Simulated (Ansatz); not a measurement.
**CH6ClFGeSi: up Jacob's ladder to CCSD(T)**

The task here is to estimate one member of a computed series from the others.

The runs use Ansatz 0.2.0, Gaussian basis; functionals in def2-TZVPP, the program's frozen cores in correlated methods.

Levels to be run: LDA (SPW92), PBE-D4, revPBE-D4, BLYP-D4, r2SCAN-D4, B97M-V, PBE0-D4, B3LYP-D4, r2SCANh-D4, r2SCAN0-D4, HSE06-D4, BHLYP-D4, CAM-B3LYP-D4, LC-ωPBE, ωB97X-V, ωB97M-V, B2PLYP, PBE-QIDH; CCSD(T)/def2-SVP; CCSD(T)/def2-TZVPP; MP2/def2-QZVPP; extrapolation to the limit; RPA on PBE.

## The geometry

An earlier PBE0-D4 in a triple-zeta def2 set relaxation fixed the geometry.

SMILES `C[Si](F)(Cl)[GeH3]`, 11 atoms, charge 0, spin multiplicity 1.

Atoms are counted from 1 here; the program's logs count them from 0.

Bond lengths: C1–Si2 1.850 Å, C1–H6 1.093 Å, C1–H7 1.093 Å, C1–H8 1.092 Å, Si2–F3 1.600 Å, Si2–Cl4 2.056 Å, Si2–Ge5 2.379 Å, Ge5–H9 1.538 Å, Ge5–H10 1.535 Å, Ge5–H11 1.537 Å. Angles: Si2–C1–H6 110.4°, Si2–C1–H7 110.2°, Si2–C1–H8 110.5°, H6–C1–H7 108.7°, H6–C1–H8 108.6°, H7–C1–H8 108.5°, C1–Si2–F3 108.4°, C1–Si2–Cl4 109.0°, C1–Si2–Ge5 115.7°, F3–Si2–Cl4 106.7°, F3–Si2–Ge5 108.4°, Cl4–Si2–Ge5 108.3°, Si2–Ge5–H9 110.5°, Si2–Ge5–H10 110.3°, Si2–Ge5–H11 109.4°, H9–Ge5–H10 109.1°, H9–Ge5–H11 108.5°, H10–Ge5–H11 109.1°.

Set-up of the first run:

in.yaml

```yaml
crystal:
  periodic: [false, false, false]
  atoms:
    - {symbol: C, position_ang: [-0.800852, -1.260505, 0.968664]}
    - {symbol: Si, position_ang: [0.556586, -0.551568, -0.068398]}
    - {symbol: F, position_ang: [1.927612, -0.663342, 0.749201]}
    - {symbol: Cl, position_ang: [0.778743, -1.703356, -1.757241]}
    - {symbol: Ge, position_ang: [0.264674, 1.711144, -0.741208]}
    - {symbol: H, position_ang: [-0.909964, -0.690192, 1.894492]}
    - {symbol: H, position_ang: [-0.577696, -2.299752, 1.221889]}
    - {symbol: H, position_ang: [-1.749552, -1.231684, 0.428197]}
    - {symbol: H, position_ang: [0.149271, 2.627118, 0.488926]}
    - {symbol: H, position_ang: [1.452909, 2.168163, -1.598141]}
    - {symbol: H, position_ang: [-1.026431, 1.836876, -1.565683]}
basis:
  gaussian: {orbitals: def2-TZVPP}
hamiltonian: {xc: lda}
output: {orbitals: {seedname: orbitals}}
```

Run with:

```
> ansatz run in.yaml --threads 4 --pin off --events-out ev --progress --plain --max-ram 11315MiB
```

Among the steps run: LDA; PBE-D4 (GGA); revPBE-D4 (GGA); BLYP-D4 (GGA); r2SCAN-D4 (meta-GGA); B97M-V (meta-GGA); B3LYP-D4 (hybrid); r2SCANh-D4 (hybrid); r2SCAN0-D4 (hybrid); HSE06-D4 (hybrid); BHLYP-D4 (hybrid); CAM-B3LYP-D4 (range-separated); LC-ωPBE (range-separated); ωB97X-V (range-separated); ωB97M-V (range-separated); B2PLYP (double hybrid); PBE-QIDH (double hybrid).

One table of the session follows, with a row left open; its other results are not shown here.

It belongs to the step «Frontier levels by functional». 

| functional | HOMO (eV) | gap (eV) |
| --- | --- | --- |
| LDA (SPW92) | ? | ? |
| PBE-D4 | -6.91 | 6.07 |
| revPBE-D4 | -6.86 | 6.12 |
| BLYP-D4 | -6.79 | 6.11 |
| r2SCAN-D4 | -7.20 | 6.64 |
| B97M-V | -7.30 | 6.64 |
| PBE0-D4 | -8.10 | 8.10 |
| B3LYP-D4 | -7.90 | 7.73 |
| r2SCANh-D4 | -7.64 | 7.36 |
| r2SCAN0-D4 | -8.29 | 8.44 |
| HSE06-D4 | -7.71 | 7.33 |
| BHLYP-D4 | -9.20 | 10.14 |
| CAM-B3LYP-D4 | -9.39 | 10.47 |
| LC-ωPBE | -10.68 | 12.88 |
| ωB97X-V | -10.36 | 12.43 |
| ωB97M-V | -10.15 | 11.98 |

Q: Estimate the row for LDA (SPW92) from the others.

**Answer.** HOMO (eV): -7.03; gap (eV): 5.97. In the column «HOMO (eV)» it lies between r2SCAN-D4 (-7.20) and PBE-D4 (-6.91).
